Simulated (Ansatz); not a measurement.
Predict the output of the script below (Ansatz 0.2.0 through its Python package).

Contents of `c4h9b.xyz`:
```text
14

C    -1.25890    0.91150   -0.38590
C    -0.38800    0.10830    0.48610
C    -0.11550   -1.25320   -0.09380
B     1.56570   -0.92890   -0.21430
C     1.07390    0.48860    0.37030
H    -2.32920    0.53760   -0.39280
H    -1.33300    1.99340    0.00530
H    -0.90050    1.01090   -1.45270
H    -0.73410    0.07960    1.58350
H    -0.27340   -2.06870    0.67350
H    -0.55270   -1.45070   -1.05210
H     2.49210   -1.48380   -0.54950
H     1.48440    0.69930    1.36740
H     1.25620    1.32690   -0.31630
```

`energy_c4h9b.py`
```python
from dataclasses import dataclass

import ansatz


@dataclass(frozen=True)
class Settings:
    basis_set: str = "def2-SVP"
    xc: str = "PBE"


settings = Settings()

molecule = ansatz.Crystal.molecule_from_extxyz("c4h9b.xyz")

model = (
    molecule.calculation()
    .basis(gaussian=settings.basis_set)
    .functional(settings.xc)
)
print(model.to_yaml())
res = model.run(threads=1, pin="off")
r = res.report

for key in ("converged", "free_energy_ev", "reference_energy_ev", "n_frozen", "n_occupied", "n_virtual"):
    print(f"{key:22s} {r[key]}")
```

Output of `python energy_c4h9b.py`:
```text
crystal:
  periodic: [false, false, false]
  atoms:
    - { symbol: C, position_ang: [-1.2589, 0.9115, -0.3859] }
    - { symbol: C, position_ang: [-0.388, 0.1083, 0.4861] }
    - { symbol: C, position_ang: [-0.1155, -1.2532, -0.0938] }
    - { symbol: B, position_ang: [1.5657, -0.9289, -0.2143] }
    - { symbol: C, position_ang: [1.0739, 0.4886, 0.3703] }
    - { symbol: H, position_ang: [-2.3292, 0.5376, -0.3928] }
    - { symbol: H, position_ang: [-1.333, 1.9934, 0.0053] }
    - { symbol: H, position_ang: [-0.9005, 1.0109, -1.4527] }
    - { symbol: H, position_ang: [-0.7341, 0.0796, 1.5835] }
    - { symbol: H, position_ang: [-0.2734, -2.0687, 0.6735] }
    - { symbol: H, position_ang: [-0.5527, -1.4507, -1.0521] }
    - { symbol: H, position_ang: [2.4921, -1.4838, -0.5495] }
    - { symbol: H, position_ang: [1.4844, 0.6993, 1.3674] }
    - { symbol: H, position_ang: [1.2562, 1.3269, -0.3163] }
basis:
  gaussian:
    orbitals: def2-SVP
hamiltonian:
  xc: pbe

converged              True
free_energy_ev         -4958.351165266291
reference_energy_ev    -4958.351165266291
n_frozen               0
n_occupied             [19, 19]
n_virtual              [96, 96]
```

What to keep in mind:
- Total energies depend on the basis set; only differences at equal settings carry meaning.
- The geometry is a force-field or estimated start, not a minimum of this method, and the basis set is short of its limit.
- Wall time of the script: 3.1 s on 1 thread of Arm Neoverse V2, on a shared host, peak memory 0.2 GiB.

(Lines on the test bed's own set-up are left out of the output.)
